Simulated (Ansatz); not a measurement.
**WB+ (triplet): B2PLYP over vertical gaps between states, def2-QZVPP**

How well do these functionals follow the top wave-function level for WB+ (triplet) over vertical gaps between states?

Method: def2-QZVPP, all electrons in the functionals, frozen cores in the correlation of double hybrids and RPA; program: Ansatz 0.2.0, Gaussian basis.

Plan: B2PLYP, at charge 1, triplet; charge 1, singlet; charge 1, quintet.

2 further runs of the same task are left out: 2 set aside as unsound or not needed.

## (1) The geometry

The geometry is a PBE0/def2-TZVP stationary point (not a proven minimum). No spin-orbit coupling is included. Elements past krypton take def2 core potentials.

2 atoms, charge 1, spin multiplicity 3.

Atoms are counted from 1 here; the program's logs count them from 0.

Bond lengths: W1–B2 1.969 Å.

No dispersion term is added.

The geometry shown and the zero of energy belong to the point charge 1, triplet. The yardstick, UCCSD(T), and other wave-function levels (R restricted, U unrestricted, valence and pair active spaces) come from earlier runs.

## (2) B2PLYP, charge 1, triplet

Input file in.yaml:

```yaml
crystal:
  periodic: [false, false, false]
  atoms:
    - {symbol: W, position_ang: [0.000000, 0.000000, 0.000000]}
    - {symbol: B, position_ang: [0.000000, 0.000000, 1.969000]}
basis:
  gaussian: {orbitals: "def2-QZVPP.json"}
total_charge: 1
magnetization: {spin_polarized: true, initial_magnetization: 2}
hamiltonian: {xc: {name: B2PLYP}}
correlation: {electrons: outside_noble_gas}
```

On the command line:

```
> ansatz run in.yaml --threads 2 --pin off --events-out ev --progress --plain --max-ram 24576MiB --backend cuda --devices 0, --max-vram 18GiB
```

Log, shortened:

```text
Functional definition: B2PLYP
  name "B2PLYP"
  cite "Grimme, J. Chem. Phys. 124, 034108 (2006) doi:10.1063/1.2148954"
  cite "Becke, Phys. Rev. A 38, 3098 (1988) doi:10.1103/PhysRevA.38.3098"
  cite "Lee, Yang & Parr, Phys. Rev. B 37, 785 (1988) doi:10.1103/PhysRevB.37.785"
[...]
855 factors; integrals over basis functions are off by at most 1.0e-3 eV
[...]
mean field -2479.49898260 eV, -91.1199069459 hartree, gradient 2.5e-6 eV, S^2 3.442623; 23 other end points of the search recorded, 0 dependent functions left out
5 core orbitals not correlated: weight in the atoms' cores, before any rotation towards them, 0.999 or more for the frozen orbitals, at most 0.001 for the correlated occupied ones
reference -2479.49910104 eV, -91.1199112982 hartree; 5, 3 occupied and 128, 130 virtual orbitals, 855 factors
second order -6.50132137 eV of doubles, -0.00000000 eV of singles
Total energy: -2481.25445781 eV, -91.1844194697 hartree
```

Wall time 12 s (1 × H100 (card shared with other runs) with 2 threads of AMD EPYC 7R13, shared host); peak host memory 0.85 GiB.

From the report: ⟨S²⟩ of the determinant 3.443 (pure triplet: 2.00). The determinant is far from a pure spin state, so its energy mixes those of several spin states (harmless only where they are near-degenerate, as at dissociation).

## (3) B2PLYP, charge 1, singlet

Edit in.yaml of step 2 so:

```diff
@@ -8,3 +8,3 @@
 total_charge: 1
-magnetization: {spin_polarized: true, initial_magnetization: 2}
+magnetization: {spin_polarized: true, initial_magnetization: 0}
 hamiltonian: {xc: {name: B2PLYP}}
```

Same command.

Log, shortened:

```text
Functional definition: B2PLYP
  name "B2PLYP"
  cite "Grimme, J. Chem. Phys. 124, 034108 (2006) doi:10.1063/1.2148954"
  cite "Becke, Phys. Rev. A 38, 3098 (1988) doi:10.1103/PhysRevA.38.3098"
  cite "Lee, Yang & Parr, Phys. Rev. B 37, 785 (1988) doi:10.1103/PhysRevB.37.785"
[...]
855 factors; integrals over basis functions are off by at most 1.0e-3 eV
[...]
mean field -2479.15813554 eV, -91.1073810475 hartree, gradient 5.2e-6 eV, S^2 2.581299; 22 other end points of the search recorded, 0 dependent functions left out
5 core orbitals not correlated: weight in the atoms' cores, before any rotation towards them, 0.998 or more for the frozen orbitals, at most 0.001 for the correlated occupied ones
reference -2479.15825359 eV, -91.1073853857 hartree; 4, 4 occupied and 129, 129 virtual orbitals, 855 factors
second order -6.78007313 eV of doubles, -0.00000000 eV of singles
Total energy: -2480.98887334 eV, -91.1746594205 hartree
```

It took 66 s on 1 × H100 (card shared with other runs) with 2 threads of AMD EPYC 7R13, shared host; peak host memory 0.86 GiB.

From the report: ⟨S²⟩ of the determinant 2.581 (pure singlet: 0.00). The determinant is far from a pure spin state, so its energy mixes those of several spin states (harmless only where they are near-degenerate, as at dissociation).

From charge 1, triplet: +0.266 eV.

## (4) B2PLYP, charge 1, quintet

Edit in.yaml of step 3 so:

```diff
@@ -8,3 +8,3 @@
 total_charge: 1
-magnetization: {spin_polarized: true, initial_magnetization: 0}
+magnetization: {spin_polarized: true, initial_magnetization: 4}
 hamiltonian: {xc: {name: B2PLYP}}
```

Same command.

Log, shortened:

```text
Functional definition: B2PLYP
  name "B2PLYP"
  cite "Grimme, J. Chem. Phys. 124, 034108 (2006) doi:10.1063/1.2148954"
  cite "Becke, Phys. Rev. A 38, 3098 (1988) doi:10.1103/PhysRevA.38.3098"
  cite "Lee, Yang & Parr, Phys. Rev. B 37, 785 (1988) doi:10.1103/PhysRevB.37.785"
[...]
855 factors; integrals over basis functions are off by at most 1.0e-3 eV
[...]
mean field -2479.98894142 eV, -91.1379126004 hartree, gradient 1.3e-6 eV, S^2 6.949424; 21 other end points of the search recorded, 0 dependent functions left out
5 core orbitals not correlated: weight in the atoms' cores, before any rotation towards them, 0.998 or more for the frozen orbitals, at most 0.001 for the correlated occupied ones
reference -2479.98906055 eV, -91.1379169782 hartree; 6, 2 occupied and 127, 131 virtual orbitals, 855 factors
second order -5.45235682 eV of doubles, -0.00000000 eV of singles
Total energy: -2481.46119689 eV, -91.1920169909 hartree
```

Run time: 11 s. Hardware: 1 × H100 (card shared with other runs) with 2 threads of AMD EPYC 7R13, shared host; peak host memory 0.85 GiB.

From the report: ⟨S²⟩ of the determinant 6.949 (pure quintet: 6.00). The determinant is far from a pure spin state, so its energy mixes those of several spin states (harmless only where they are near-degenerate, as at dissociation).

From charge 1, triplet: -0.207 eV.

## (5) Against the wave-function levels

No level is safe as a reference over these points; UCCSD(T) serves as a yardstick only. It comes from earlier runs at the same points. Energies in eV, counted from charge 1, triplet; blanks weren't run or aren't comparable.

| level | triplet to singlet | triplet to quintet |
| --- | --- | --- |
| UCCSD(T) |  | -0.326 |
| B2PLYP | 0.266 | -0.207 |

Largest miss and mean time a point (UCCSD(T) took 46 s a point; shared hosts):

| level | largest miss (eV) | where | time a point |
| --- | --- | --- | --- |
| B2PLYP | +0.119 | triplet to quintet | 30 s |

## (6) What came out

| quantity | value |
| --- | --- |
| triplet to quintet, UCCSD(T) | -0.326 eV |
| largest miss, B2PLYP | +0.119 eV (triplet to quintet) |

**Reading.** Misses are known at 1 of 2 points at best, and only functionals with that many are ranked. B2PLYP strays by up to 0.119 eV, at triplet to quintet. B2PLYP clearly breaks the spin symmetry at some points (⟨S²⟩ up to 2.58 above the pure value), so energy there is bought with a mixed spin. Functionals and the yardstick converge differently with the basis, so part of each miss in def2-QZVPP is the basis. The yardstick itself may be off where one determinant is a poor start.
